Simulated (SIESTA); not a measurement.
The system is NiMoIrPdW.

```
Ni Mo Pd Ir W
1.0
     2.76616    0.00000    0.00000
    -1.38308    2.39557    0.00000
     0.00000    0.00000   11.02292
Ni Mo Pd Ir W
1 1 1 1 1
Cartesian
  0.0000 1.5971 6.5820
  0.0000 0.0000 4.5276
  1.3831 0.7985 8.7654
  1.3831 0.7985 2.2002
  0.0000 1.5971 10.9936
```

The cell was built by a generator and needn't be a form met in nature.

Base run:

* Program: SIESTA 5.4.2
* Functional: PBE
* Potentials or basis: PseudoDojo 0.4 standard (PBE files)
* Basis: SZ (energy shift 0.003 Ry)
* Grid cutoff: 800 Ry
* Energy shift: 0.003 Ry
* k mesh: 11 × 11 × 3
* Occupations: fermi-dirac, width 0.05 eV
* Spin: collinear spin, ferromagnetic start
* Starting moments: [1.0, 1.0, 0.0, 0.6, 0.0] μB

Its results: band gap on the k mesh none (metal or under the smearing width); pressure 4.1 GPa; net moment 0.39 μB per cell; largest force 1.651 eV/Å.

Question: After a change of settings the same cell gave: band gap on the k mesh none (metal or under the smearing width); pressure 1.6 GPa; net moment 0.00 μB per cell; largest force 0.263 eV/Å. Which change was it?
A. basis from SZ (energy shift 0.003 Ry) to TZDP (energy shift 0.003 Ry; two zetas on semicore shells)
B. basis from SZ (energy shift 0.003 Ry) to SZP (energy shift 0.003 Ry)
C. basis from SZ (energy shift 0.003 Ry) to DZ (energy shift 0.003 Ry; two zetas on semicore shells)

Answer: A.

Caveats: short orbitals over semicore shells can move pressures by several GPa; the valence orbitals were made in a potential fitted to the semicore shell under them, which widens gaps by tenths of an eV or more; spin-orbit coupling is left out, which moves the levels of the heavy elements; the basis of atomic orbitals isn't converged, which shifts pressures, moduli and gaps; the basis has no polarisation orbitals (some runs); forces of over 1 eV/Å show positions far from the minimum, so gaps and moduli don't describe the material at rest (some runs).
